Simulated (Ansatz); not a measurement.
# AlGa2 (quartet): the correlation ladder, cc-pVDZ

How much of the correlation energy of AlGa2 (quartet) does each wave-function method recover here?

Computed with Ansatz 0.2.0, Gaussian basis. Level: cc-pVDZ, core rule «outside noble gas», up to 33 orbitals frozen.

Plan: UHF; CCSD(T) on ROHF; CCSD(T) on UHF; BCCD(T) on ROHF; CISD as a restricted active space (open shells left free, so some higher excitations enter); CCSDT(Q) on ROHF; CCSDT(Q) on UHF; CCSDTQ on ROHF; CASSCF and MRCISD+Q, 9 electrons in 12 orbitals; CASSCF and NEVPT4(SD), 9 electrons in 12 orbitals; CASSCF and NEVPT2, 9 electrons in 12 orbitals.

10 further runs of the same task are left out: 5 that didn't finish, 5 set aside as unsound or not needed. Runs told in other sessions of the task aren't counted.

**1. The geometry**

The geometry is a PBE0/def2-TZVP stationary point (not a proven minimum). No spin-orbit coupling is included. The filled d shell of Ga may be among the frozen orbitals whatever the setting's name suggests.

3 atoms, charge 0, spin multiplicity 4.

Atoms are counted from 1 here; the program's logs count them from 0.

Bond lengths: Al1–Ga2 2.562 Å, Ga2–Ga3 2.562 Å. Angles: Al1–Ga2–Ga3 71.7°.

**2. UHF**

Contents of in.yaml:

```yaml
crystal:
  periodic: [false, false, false]
  atoms:
    - {symbol: Al, position_ang: [0.000000, 1.851914, 0.941240]}
    - {symbol: Ga, position_ang: [0.000000, -0.707474, 1.050515]}
    - {symbol: Ga, position_ang: [0.000000, -0.009183, -1.414758]}
basis:
  gaussian: {orbitals: cc-pVDZ}
magnetization: {spin_polarized: true, initial_magnetization: 3}
hamiltonian: {xc: hf}
output: {orbitals: {seedname: orbitals}}
```

Run with:

```console
$ ansatz run in.yaml --threads 1 --pin off --events-out ev --progress --plain --max-ram 4096MiB --backend cpu
```

Further steps of the session: CCSD(T) on ROHF; CCSD(T) on UHF; BCCD(T) on ROHF; CISD as a restricted active space (open shells left free, so some higher excitations enter); CCSDT(Q) on ROHF; CCSDT(Q) on UHF; CCSDTQ on ROHF; CASSCF and MRCISD+Q, 9 electrons in 12 orbitals; CASSCF and NEVPT4(SD), 9 electrons in 12 orbitals; CASSCF and NEVPT2, 9 electrons in 12 orbitals.

**Question.** What will the summary of the whole plan be? Wanted: RCCSDTQ from the RHF energy; RMP2 from RCCSDTQ; UMP2 from RCCSDTQ; RCCSD from RCCSDTQ; RCCSD(T) from RCCSDTQ; UCCSD(T) from RCCSDTQ; RCCSDT(Q) from RCCSDTQ; UCCSDT(Q) from RCCSDTQ; NEVPT2 valence from RCCSDTQ.

**Answer**, as computed:

| quantity | value |
| --- | --- |
| RCCSDTQ from the ROHF energy | -5.0859 eV |
| RMP2 from RCCSDTQ | +112.2 kJ/mol |
| UMP2 from RCCSDTQ | +119.1 kJ/mol |
| RCCSD from RCCSDTQ | +35.5 kJ/mol |
| RCCSD(T) from RCCSDTQ | +7.8 kJ/mol |
| UCCSD(T) from RCCSDTQ | +7.3 kJ/mol |
| RCCSDT(Q) from RCCSDTQ | +0.2 kJ/mol |
| UCCSDT(Q) from RCCSDTQ | -0.6 kJ/mol |
| NEVPT2 valence from RCCSDTQ | +56.8 kJ/mol |
| NEVPT4(SD) valence from RCCSDTQ | +4.2 kJ/mol |
| MRCISD+Q valence from RCCSDTQ | -0.9 kJ/mol |
| levels within 1 kcal/mol (43 meV) | RCCSDT, UCCSDT, RCCSDT(Q), UCCSDT(Q), MRCISD+Q valence |
| T1 diagnostic | 0.028 |
| effectively unpaired electrons | 3.12 |

In words: RCCSD(T) lands +7.8 kJ/mol from the yardstick (1.6 % of the correlation energy). One determinant dominates. Of the multireference levels listed MRCISD+Q valence comes nearest in total energy (-0.9 kJ/mol), which doesn't show that its space is the better one. These misses are within one basis, not against nature; the frozen cores of restricted and unrestricted runs differ, which can shift their rows.

With open shells the CI space here admits some higher excitations, so it is larger than plain CISD.
